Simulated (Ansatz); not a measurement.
Born–Oppenheimer molecular dynamics of a periodic cell of 20 atoms, Ba3Ti3SiCl4O9 (surface BaTiO3(001), adsorbate SiCl4). It goes on from the last frame of an earlier run, with new velocities.

The calculation used Ansatz, DFT PBE, scalar-relativistic, plane waves, PAW. Settings: accuracy low, PAW set soft_1, cutoff 420 eV, k mesh 2x2x1, fermi-dirac smearing 0.05 eV, no spin polarisation.

```yaml
ensemble: NVT, Langevin thermostat
time_step: 1 fs
steps_asked: 270
set_temperature: 1000 K
friction: 0.01 /fs
atoms_held: 1 to 5
seed: 593179
```

Frames 2 fs apart, positions in Å.

Velocities at 210 fs (Å/ps):

```
Ba 0.00 0.00 0.00
Ti 0.00 0.00 0.00
O 0.00 0.00 0.00
O 0.00 0.00 0.00
O 0.00 0.00 0.00
Ba 1.35 -2.63 1.72
Ti -5.92 2.94 2.19
O -0.07 2.65 3.95
O 9.99 13.01 -1.97
O 10.98 3.06 -3.85
Ba -0.24 -0.44 1.43
Ti 2.96 0.41 -1.94
O 0.28 -7.56 9.65
O 1.15 5.31 3.48
O 3.84 -8.27 -9.76
Si 2.08 -3.23 -1.66
Cl 3.48 -2.05 -3.01
Cl 2.25 2.42 3.64
Cl 0.38 5.44 0.10
Cl 7.97 1.97 8.41
```

```xyz
20
Lattice="5.6573 0.0000 0.0000 -2.8286 4.8994 0.0000 0.0000 0.0000 20.7026" Properties=species:S:1:pos:R:3 time_fs=210 energy_less_start_eV=0.747 T=695
Ba 0.000 0.000 1.000
Ti 0.000 3.266 2.065
O 0.000 4.871 1.085
O -1.389 2.464 1.085
O 1.389 2.464 1.085
Ba 2.816 1.594 2.990
Ti -0.217 -0.101 4.522
O 0.148 1.347 3.497
O 1.523 3.794 3.590
O -1.312 3.813 3.697
Ba 0.012 3.191 5.630
Ti 2.783 1.647 6.643
O 2.685 3.347 6.270
O 1.332 0.730 6.290
O 4.012 0.847 5.621
Si 2.880 2.135 10.815
Cl 3.271 4.232 11.053
Cl 0.960 2.433 10.378
Cl 3.489 0.927 9.171
Cl 3.402 1.061 12.350
20
Lattice="5.6573 0.0000 0.0000 -2.8286 4.8994 0.0000 0.0000 0.0000 20.7026" Properties=species:S:1:pos:R:3 time_fs=212 energy_less_start_eV=0.796 T=713
Ba 0.000 0.000 1.000
Ti 0.000 3.266 2.065
O 0.000 4.871 1.085
O -1.389 2.464 1.085
O 1.389 2.464 1.085
Ba 2.818 1.589 2.994
Ti -0.227 -0.095 4.526
O 0.147 1.353 3.507
O 1.544 3.822 3.587
O -1.293 3.824 3.690
Ba 0.012 3.190 5.634
Ti 2.789 1.649 6.638
O 2.682 3.329 6.285
O 1.337 0.744 6.297
O 4.018 0.832 5.602
Si 2.882 2.130 10.811
Cl 3.279 4.229 11.047
Cl 0.966 2.436 10.385
Cl 3.490 0.938 9.172
Cl 3.417 1.066 12.370
20
Lattice="5.6573 0.0000 0.0000 -2.8286 4.8994 0.0000 0.0000 0.0000 20.7026" Properties=species:S:1:pos:R:3 time_fs=214 energy_less_start_eV=0.861 T=746
Ba 0.000 0.000 1.000
Ti 0.000 3.266 2.065
O 0.000 4.871 1.085
O -1.389 2.464 1.085
O 1.389 2.464 1.085
Ba 2.820 1.582 2.998
Ti -0.233 -0.090 4.530
O 0.140 1.358 3.517
O 1.565 3.851 3.583
O -1.273 3.838 3.682
Ba 0.012 3.189 5.640
Ti 2.793 1.648 6.633
O 2.678 3.311 6.293
O 1.345 0.762 6.309
O 4.025 0.819 5.585
Si 2.882 2.129 10.808
Cl 3.288 4.224 11.040
Cl 0.970 2.439 10.392
Cl 3.490 0.950 9.174
Cl 3.431 1.070 12.392
20
Lattice="5.6573 0.0000 0.0000 -2.8286 4.8994 0.0000 0.0000 0.0000 20.7026" Properties=species:S:1:pos:R:3 time_fs=216 energy_less_start_eV=0.932 T=683
Ba 0.000 0.000 1.000
Ti 0.000 3.266 2.065
O 0.000 4.871 1.085
O -1.389 2.464 1.085
O 1.389 2.464 1.085
Ba 2.820 1.577 3.001
Ti -0.234 -0.084 4.533
O 0.130 1.360 3.526
O 1.585 3.876 3.576
O -1.255 3.852 3.674
Ba 0.012 3.189 5.647
Ti 2.797 1.644 6.630
O 2.675 3.296 6.299
O 1.353 0.782 6.321
O 4.035 0.807 5.571
Si 2.883 2.134 10.806
Cl 3.298 4.218 11.032
Cl 0.971 2.443 10.399
Cl 3.489 0.962 9.177
Cl 3.445 1.075 12.412
20
Lattice="5.6573 0.0000 0.0000 -2.8286 4.8994 0.0000 0.0000 0.0000 20.7026" Properties=species:S:1:pos:R:3 time_fs=218 energy_less_start_eV=0.969 T=642
Ba 0.000 0.000 1.000
Ti 0.000 3.266 2.065
O 0.000 4.871 1.085
O -1.389 2.464 1.085
O 1.389 2.464 1.085
Ba 2.821 1.571 3.004
Ti -0.231 -0.079 4.535
O 0.117 1.359 3.537
O 1.599 3.899 3.569
O -1.242 3.863 3.668
Ba 0.013 3.189 5.653
Ti 2.800 1.638 6.627
O 2.673 3.283 6.307
O 1.357 0.804 6.331
O 4.046 0.801 5.560
Si 2.886 2.140 10.806
Cl 3.311 4.210 11.028
Cl 0.968 2.448 10.407
Cl 3.486 0.975 9.178
Cl 3.458 1.081 12.433
20
Lattice="5.6573 0.0000 0.0000 -2.8286 4.8994 0.0000 0.0000 0.0000 20.7026" Properties=species:S:1:pos:R:3 time_fs=220 energy_less_start_eV=0.955 T=645
Ba 0.000 0.000 1.000
Ti 0.000 3.266 2.065
O 0.000 4.871 1.085
O -1.389 2.464 1.085
O 1.389 2.464 1.085
Ba 2.822 1.565 3.006
Ti -0.223 -0.074 4.537
O 0.105 1.358 3.545
O 1.609 3.916 3.563
O -1.238 3.875 3.666
Ba 0.013 3.189 5.659
Ti 2.806 1.627 6.625
O 2.671 3.274 6.310
O 1.360 0.826 6.341
O 4.053 0.794 5.551
Si 2.892 2.151 10.809
Cl 3.325 4.205 11.026
Cl 0.962 2.453 10.415
Cl 3.481 0.986 9.180
Cl 3.471 1.087 12.456
20
Lattice="5.6573 0.0000 0.0000 -2.8286 4.8994 0.0000 0.0000 0.0000 20.7026" Properties=species:S:1:pos:R:3 time_fs=222 energy_less_start_eV=0.877 T=676
Ba 0.000 0.000 1.000
Ti 0.000 3.266 2.065
O 0.000 4.871 1.085
O -1.389 2.464 1.085
O 1.389 2.464 1.085
Ba 2.824 1.559 3.007
Ti -0.212 -0.069 4.538
O 0.099 1.360 3.552
O 1.613 3.932 3.553
O -1.237 3.887 3.667
Ba 0.012 3.190 5.665
Ti 2.812 1.615 6.625
O 2.667 3.266 6.307
O 1.357 0.844 6.349
O 4.058 0.787 5.548
Si 2.897 2.167 10.813
Cl 3.340 4.197 11.024
Cl 0.955 2.457 10.422
Cl 3.478 0.998 9.179
Cl 3.482 1.094 12.477
20
Lattice="5.6573 0.0000 0.0000 -2.8286 4.8994 0.0000 0.0000 0.0000 20.7026" Properties=species:S:1:pos:R:3 time_fs=224 energy_less_start_eV=0.735 T=761
Ba 0.000 0.000 1.000
Ti 0.000 3.266 2.065
O 0.000 4.871 1.085
O -1.389 2.464 1.085
O 1.389 2.464 1.085
Ba 2.826 1.552 3.009
Ti -0.198 -0.064 4.541
O 0.096 1.363 3.557
O 1.612 3.943 3.541
O -1.234 3.902 3.668
Ba 0.011 3.190 5.671
Ti 2.820 1.601 6.626
O 2.661 3.265 6.298
O 1.346 0.859 6.352
O 4.062 0.780 5.549
Si 2.902 2.188 10.815
Cl 3.355 4.186 11.021
Cl 0.946 2.463 10.429
Cl 3.476 1.009 9.176
Cl 3.492 1.101 12.497
20
Lattice="5.6573 0.0000 0.0000 -2.8286 4.8994 0.0000 0.0000 0.0000 20.7026" Properties=species:S:1:pos:R:3 time_fs=226 energy_less_start_eV=0.579 T=841
Ba 0.000 0.000 1.000
Ti 0.000 3.266 2.065
O 0.000 4.871 1.085
O -1.389 2.464 1.085
O 1.389 2.464 1.085
Ba 2.828 1.546 3.011
Ti -0.181 -0.057 4.545
O 0.096 1.368 3.558
O 1.603 3.946 3.522
O -1.230 3.918 3.672
Ba 0.011 3.189 5.676
Ti 2.830 1.586 6.625
O 2.654 3.268 6.287
O 1.331 0.873 6.351
O 4.063 0.773 5.557
Si 2.908 2.206 10.817
Cl 3.369 4.175 11.017
Cl 0.936 2.471 10.435
Cl 3.473 1.021 9.171
Cl 3.501 1.105 12.516
20
Lattice="5.6573 0.0000 0.0000 -2.8286 4.8994 0.0000 0.0000 0.0000 20.7026" Properties=species:S:1:pos:R:3 time_fs=228 energy_less_start_eV=0.476 T=908
Ba 0.000 0.000 1.000
Ti 0.000 3.266 2.065
O 0.000 4.871 1.085
O -1.389 2.464 1.085
O 1.389 2.464 1.085
Ba 2.829 1.540 3.014
Ti -0.164 -0.049 4.547
O 0.097 1.372 3.558
O 1.583 3.950 3.505
O -1.224 3.937 3.679
Ba 0.013 3.189 5.680
Ti 2.842 1.571 6.625
O 2.652 3.273 6.278
O 1.310 0.887 6.351
O 4.061 0.767 5.568
Si 2.913 2.224 10.822
Cl 3.383 4.165 11.009
Cl 0.925 2.477 10.443
Cl 3.471 1.032 9.164
Cl 3.509 1.108 12.537
20
Lattice="5.6573 0.0000 0.0000 -2.8286 4.8994 0.0000 0.0000 0.0000 20.7026" Properties=species:S:1:pos:R:3 time_fs=230 energy_less_start_eV=0.449 T=1050
Ba 0.000 0.000 1.000
Ti 0.000 3.266 2.065
O 0.000 4.871 1.085
O -1.389 2.464 1.085
O 1.389 2.464 1.085
Ba 2.830 1.534 3.018
Ti -0.146 -0.039 4.549
O 0.096 1.378 3.561
O 1.561 3.954 3.490
O -1.220 3.958 3.689
Ba 0.012 3.189 5.685
Ti 2.854 1.556 6.625
O 2.653 3.279 6.270
O 1.287 0.898 6.350
O 4.060 0.757 5.583
Si 2.921 2.242 10.831
Cl 3.397 4.154 10.997
Cl 0.916 2.481 10.452
Cl 3.470 1.045 9.155
Cl 3.517 1.109 12.556
```

Of the whole run (270 fs, mean temperature of the second half 898 K): The mean temperature of the second half is 10 % below the set value. A run of 0.27 ps of so small a system gives no equilibrium averages. Limits of this set-up: coarse k mesh, slab without dipole correction, no dispersion correction for a molecule that may bind weakly, a typed lattice constant that wasn't relaxed here, low accuracy level.

Run time: 29 min on 2 threads of Arm Neoverse V2 (shared host), peak memory 1.2 GiB.
